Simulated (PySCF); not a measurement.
# C2H6OSi: the cost of one run

Computed with PySCF 2.14.0, with density-fitted response routines of our own, on a single molecule in the gas phase. Atoms count from 0, in the outputs and in this text.

### 1 The molecule as given

10 atoms, charge 0, multiplicity 1; geometry from: GFN2-xTB. The atoms were then displaced at random by about 0.01 Å, so the start is not that level's minimum.

Bonds of the start (Å): C0–C1 1.35, C1–O2 1.36, O2–Si3 1.59, C0–H4 1.05, C0–H5 1.07, C1–H6 1.09, Si3–H7 1.46, Si3–H8 1.49, Si3–H9 1.47.

### 2 Geometry optimisation at PBE0-D3(BJ)/def2-SVP

Job settings and geometry (Å):

```
{"job": {"xc": "PBE0", "basis": "def2-SVP", "d3": "d3bj", "grid": 1, "shake": 0.01, "kind": "geom"}, "charge": 0, "multiplicity": 1}
C      1.643330    -0.136300     0.360890
C      0.947530     0.457760    -0.629090
O     -0.399080     0.465930    -0.794350
Si    -1.574370    -0.160900     0.073910
H      2.691830    -0.070720     0.383620
H      1.113910    -0.636760     1.141870
H      1.463840     0.997320    -1.424980
H     -1.478440    -1.615170     0.160650
H     -1.640690     0.400150     1.450000
H     -2.717440     0.277770    -0.743580
```

Launch:

```bash
OMP_NUM_THREADS=1 python probes_run.py task.json out
```

One launch serves the whole session: the jobs run in the order shown.

**Question.** How long does this first job take on 1 thread of Arm Neoverse V2, shared host, and how much memory does it need?

About 15 s, with a peak of 0.38 GiB.
